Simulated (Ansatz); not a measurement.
Run this with Ansatz 0.2.0 through its Python package and show what comes out.

The script, `xc.py`:
```python
import warnings

import ansatz as az

OCCUPATIONS = 'fermi_dirac'
SMEARING_WIDTH = 0.1
ECUT = 550


def main() -> None:
    warnings.simplefilter('ignore', az.DeckWarning)

    system = (
        az.Lattice.cubic(4.334836)
        .space_group(221)
        .atom('Ca', (0.0, 0.0, 0.0))
        .atom('Zn', (0.5, 0.5, 0.0))
    )

    job = (
        system.calculation()
        .kpoints(5)
        .occupations(OCCUPATIONS, width=SMEARING_WIDTH)
        .basis(ECUT)
        .stress()
    )

    rows = []
    for value in ['lda', 'pbesol', 'r2scan']:
        summary = job.functional(value).run(threads=1).report
        rows.append((value, summary['free_energy_ev'] / len(summary['lattice']['sites']), summary['n_iterations'], sum(summary['stress_gpa'][i][i] for i in range(3)) / 3, summary['n_kpoints']))

    print('  functional   F/atom (eV)    iterations       P (GPa)      k-points')
    for row in rows:
        print(f'{str(row[0]):>12s}  {row[1]:12.5f}  {row[2]:12d}  {row[3]:12.3f}  {row[4]:12d}')


if __name__ == '__main__':
    main()
```

```console
$ python xc.py
  functional   F/atom (eV)    iterations       P (GPa)      k-points
         lda   -2877.87728             7        -5.292            10
      pbesol   -2909.16524             7        -3.010            10
      r2scan   -2949.72727             8        -1.822            10
```

From lowest to highest: LDA (-5.3 GPa), PBEsol (-3.0 GPa) and r2SCAN (-1.8 GPa). At a fixed cell a lower pressure usually means a smaller equilibrium volume, so LDA prefers the smallest cell and r2SCAN the largest.

Caveats:
- For a metal this k-point mesh is coarse: on a finer one energies can move by several to tens of meV an atom and pressures by half a GPa or more, differences at one mesh by less.
- Pressure is positive in compression.
- The structure comes from a database of computed cells and needn't be a stable or known phase.
- Total energies of different functionals can't be compared; pressures, moments and gaps at this one structure can.
- Hardware and time: 3.8 s on 1 thread of AMD EPYC 9R45 96-Core Processor (Zen 5), on a shared host, peak memory 0.64 GiB.

(Lines on the test bed's own set-up are left out of the output.)
